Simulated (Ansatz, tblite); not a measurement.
# C20H12S5: a ladder of methods and basis sets

An exercise on one series of results from a longer session: the logs are not shown, and one member is left open.

Program: Ansatz 0.2.0, Gaussian basis. Level of theory: as each input shows. These are calculated values, not measurements.

Plan: GFN1-xTB, GFN2-xTB, PBE-D4/def2-TZVP, r2SCAN-D4/def2-TZVP, B3LYP-D4/def2-TZVP, CAM-B3LYP-D4/def2-TZVP, B2PLYP/def2-TZVP, LC-ωPBE(0.10)/def2-SVP, LC-ωPBE(0.15)/def2-SVP, LC-ωPBE(0.20)/def2-SVP, LC-ωPBE(0.30)/def2-SVP, PBE-D4/def2-SVP, PBE0-D4/def2-SVP, MP2/def2-SVP, RPA/def2-SVP.

**The geometry**

The geometry is that of the singlet, from an earlier relaxation (PBE-D4/def2-SVP).

SMILES `c1csc(-c2ccc(-c3ccc(-c4ccc(-c5cccs5)s4)s3)s2)c1`, 37 atoms, charge 0, spin multiplicity 1.

Bond lengths: C1–C2 1.383 Å, C1–C25 1.423 Å, C1–H26 1.098 Å, C2–S3 1.731 Å, C2–H27 1.097 Å, S3–C4 1.754 Å, C4–C5 1.444 Å, C4–C25 1.395 Å, C5–C6 1.395 Å, C5–S24 1.752 Å, C6–C7 1.414 Å, C6–H28 1.099 Å, C7–C8 1.397 Å, C7–H29 1.099 Å, C8–C9 1.440 Å, C8–S24 1.754 Å, C9–C10 1.397 Å, C9–S23 1.754 Å and more. Angles: C2–C1–C25 112.7°, C2–C1–H26 123.2°, C25–C1–H26 124.0°, C1–C2–S3 111.7°, C1–C2–H27 128.6°, S3–C2–H27 119.7°, C2–S3–C4 92.1°, S3–C4–C5 120.5°, S3–C4–C25 110.2°, C5–C4–C25 129.3°, C4–C5–C6 129.3°, C4–C5–S24 120.4°, C6–C5–S24 110.3°, C5–C6–C7 113.6°, C5–C6–H28 122.4°, C7–C6–H28 123.9°, C6–C7–C8 113.5°, C6–C7–H29 123.9° and more.

PBE0-D4/def2-TZVP was run before; its log isn't repeated, and its numbers join the tables.

The first run:

Tight binding, by tblite at 300 K electronic temperature and without a spin-polarisation term:

```python
tblite.interface.Calculator('GFN1-xTB', numbers, positions, charge=0, uhf=0).singlepoint()
```

Tight binding, by tblite at 300 K electronic temperature and without a spin-polarisation term:

```python
tblite.interface.Calculator('GFN2-xTB', numbers, positions, charge=0, uhf=0).singlepoint()
```

start.molden holds the orbitals of an earlier run on this state, given as this run's starting guess.

in.yaml

```yaml
crystal:
  periodic: [false, false, false]
  atoms:
    - {symbol: C, position_ang: [-8.502195, 1.809650, -0.254969]}
    - {symbol: C, position_ang: [-9.091165, 0.559647, -0.204498]}
    - {symbol: S, position_ang: [-7.908715, -0.702412, -0.130955]}
    - {symbol: C, position_ang: [-6.585003, 0.447219, -0.166988]}
    - {symbol: C, position_ang: [-5.215467, -0.008906, -0.126186]}
    - {symbol: C, position_ang: [-4.718906, -1.311064, -0.055109]}
    - {symbol: C, position_ang: [-3.306744, -1.378182, -0.030897]}
    - {symbol: C, position_ang: [-2.687945, -0.126996, -0.082881]}
    - {symbol: C, position_ang: [-1.285072, 0.195916, -0.074187]}
    - {symbol: C, position_ang: [-0.661669, 1.444776, -0.135357]}
    - {symbol: C, position_ang: [0.749623, 1.374615, -0.100846]}
    - {symbol: C, position_ang: [1.242316, 0.070371, -0.012362]}
    - {symbol: C, position_ang: [2.605164, -0.390130, 0.046592]}
    - {symbol: C, position_ang: [3.094094, -1.697119, 0.115914]}
    - {symbol: C, position_ang: [4.505409, -1.773439, 0.151388]}
    - {symbol: C, position_ang: [5.130993, -0.526383, 0.115646]}
    - {symbol: C, position_ang: [6.546343, -0.233303, 0.146562]}
    - {symbol: C, position_ang: [7.595340, -1.076724, 0.513495]}
    - {symbol: C, position_ang: [8.872196, -0.457714, 0.415122]}
    - {symbol: C, position_ang: [8.801199, 0.853477, -0.019885]}
    - {symbol: S, position_ang: [7.167722, 1.335117, -0.327596]}
    - {symbol: S, position_ang: [3.935367, 0.752249, 0.045615]}
    - {symbol: S, position_ang: [-0.083204, -1.077252, 0.028603]}
    - {symbol: S, position_ang: [-3.895285, 1.142817, -0.163146]}
    - {symbol: C, position_ang: [-7.081047, 1.749306, -0.233910]}
    - {symbol: H, position_ang: [-9.077399, 2.744093, -0.305530]}
    - {symbol: H, position_ang: [-10.158094, 0.306133, -0.205902]}
    - {symbol: H, position_ang: [-5.375600, -2.191475, -0.021406]}
    - {symbol: H, position_ang: [-2.738037, -2.317015, 0.023354]}
    - {symbol: H, position_ang: [-1.227570, 2.384328, -0.203919]}
    - {symbol: H, position_ang: [1.408783, 2.253094, -0.139849]}
    - {symbol: H, position_ang: [2.432369, -2.574478, 0.129252]}
    - {symbol: H, position_ang: [5.067655, -2.716203, 0.180320]}
    - {symbol: H, position_ang: [7.434265, -2.104738, 0.864880]}
    - {symbol: H, position_ang: [9.817928, -0.957474, 0.665648]}
    - {symbol: H, position_ang: [9.618630, 1.566719, -0.179953]}
    - {symbol: H, position_ang: [-6.426269, 2.631480, -0.266064]}
basis:
  gaussian: {orbitals: def2-TZVP, fitting: {mean_field: def2-universal-jkfit}, initial_orbitals: start.molden}
hamiltonian: {xc: pbe, dispersion: d4}
scf: {omitted_lower_state_checks: [starts]}
output: {forces: true, orbitals: {seedname: orbitals}}
```

On the command line:

```sh
$ ansatz run in.yaml --threads 2 --pin off --events-out ev --progress --plain --max-ram 32768MiB --backend cuda --devices 0, --max-vram 18GiB
```

Steps of the session up to this table: PBE-D4/def2-TZVP; r2SCAN-D4/def2-TZVP; B3LYP-D4/def2-TZVP; CAM-B3LYP-D4/def2-TZVP; B2PLYP/def2-TZVP; LC-ωPBE(0.10)/def2-SVP; LC-ωPBE(0.15)/def2-SVP; LC-ωPBE(0.20)/def2-SVP; LC-ωPBE(0.30)/def2-SVP; PBE-D4/def2-SVP; PBE0-D4/def2-SVP; MP2/def2-SVP; RPA/def2-SVP.

One table of the session follows, with a row left open; its other results are not shown here.

It belongs to the step «Binding energy». 

```
                 level  binding an atom (eV)
           HF/def2-SVP                 3.667
       PBE-D4/def2-SVP                 5.429
      PBE-D4/def2-TZVP                 5.364
   r2SCAN-D4/def2-TZVP                 5.166
    B3LYP-D4/def2-TZVP                     ?
      PBE0-D4/def2-SVP                 5.284
     PBE0-D4/def2-TZVP                 5.221
CAM-B3LYP-D4/def2-TZVP                 5.084
          MP2/def2-SVP                 5.042
```

Estimate the missing values for B3LYP-D4/def2-TZVP.

As computed: binding an atom (eV): 5.094. In the column «binding an atom (eV)» it lies between CAM-B3LYP-D4/def2-TZVP (5.084) and r2SCAN-D4/def2-TZVP (5.166).

Limits of these values: Free atoms were run apart at each level; binding is atoms less cluster, divided by the number of atoms, without zero-point or spin-orbit terms.
